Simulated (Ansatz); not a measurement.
MnAu2 under changes of volume

One of the cells (16.196 Å³/atom); the others are scaled copies at fixed shape and fractional positions:

```
CELL_PARAMETERS angstrom
-1.68150 1.68150 4.29600
1.68150 -1.68150 4.29600
1.68150 1.68150 -4.29600
ATOMIC_POSITIONS crystal
Au 0.65000 0.65000 0.00000
Au 0.35000 0.35000 0.00000
Mn 0.00000 0.00000 0.00000
```

* Program: Ansatz 0.2.0
* Functional: PBEsol
* Potentials or basis: all-electron LAPW, scalar-relativistic
* Cutoff: 322 eV (chosen from the basis error)
* Basis error allowed: 0.001 eV/atom
* k mesh: 11 × 11 × 11
* Occupations: fermi-dirac, width 0.05 eV
* Spin: collinear spin, ferromagnetic start
* Starting moments: [0.0, 0.0, 4.0] μB

```csv
volume (Å³/atom),energy over the lowest point (meV/atom),pressure (GPa),moment (μB per cell),largest force (eV/Å)
15.224,38.56,12.3,3.89,2.627
15.548,18.11,8.1,3.93,2.396
15.872,5.59,4.4,3.96,2.182
16.196,0.00,1.2,4.00,1.985
16.520,0.45,-1.6,4.04,1.803
16.843,6.27,-4.1,4.07,1.634
17.167,?,?,?,?
```

Task: What does the run at 17.167 Å³/atom give?

Result: Energy over the lowest point 16.90 meV/atom; pressure -6.4 GPa; moment 4.10 μB per cell; largest force 1.477 eV/Å.

Worked out: A Birch-Murnaghan fit of order 3 (a polynomial in V^(-2/3)) to the other rows has its minimum at 16.33 Å³/atom with B0 = V·E''(V) = 144 GPa and B' = 5.6 at fixed shape and positions, which overstates the stiffness. It gives 16.75 meV/atom at 17.167 Å³/atom, against the run's 16.90, and -dE/dV = -6.2 GPa, against -6.4. A straight line through the other rows of the moment, of slope 0.112 μB per Å³/atom, extrapolates to 4.11 μB, against the run's 4.10.

Energies are extrapolated to zero smearing.

Caveats: forces of over 1 eV/Å show positions far from the minimum, so gaps and moduli don't describe the material at rest.
